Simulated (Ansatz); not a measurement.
# SiW: the cost of one run

The runs use Ansatz 0.2.0, Gaussian basis; def2-TZVPP, core rule «outside noble gas», up to 9 orbitals frozen.

The runs, in order: UHF; ROHF; CCSD(T) on UHF.

### Step 1. The geometry

The geometry is a PBE0/def2-TZVP stationary point (not a proven minimum) of the parent state, kept for this charge and spin. No spin-orbit coupling is included. Elements past krypton take def2 core potentials.

2 atoms, charge 1, spin multiplicity 4.

Atoms are counted from 1 here; the program's logs count them from 0.

Bond lengths: W1–Si2 2.328 Å.

### Step 2. UHF

in.yaml

```yaml
crystal:
  periodic: [false, false, false]
  atoms:
    - {symbol: W, position_ang: [0.000000, 0.000000, 0.000000]}
    - {symbol: Si, position_ang: [0.000000, 0.000000, 2.328000]}
basis:
  gaussian: {orbitals: def2-TZVPP}
total_charge: 1
magnetization: {spin_polarized: true, initial_magnetization: 3}
hamiltonian: {xc: hf}
output: {orbitals: {seedname: orbitals}}
```

Started as:

```
$ ansatz run in.yaml --threads 1 --pin off --events-out ev --progress --plain --max-ram 4096MiB --backend cpu
```

**Question.** How long does this run take on 1 thread of AMD EPYC 7R13, shared host, and how much memory does it need?

About 31 s, with a peak of 0.25 GiB.
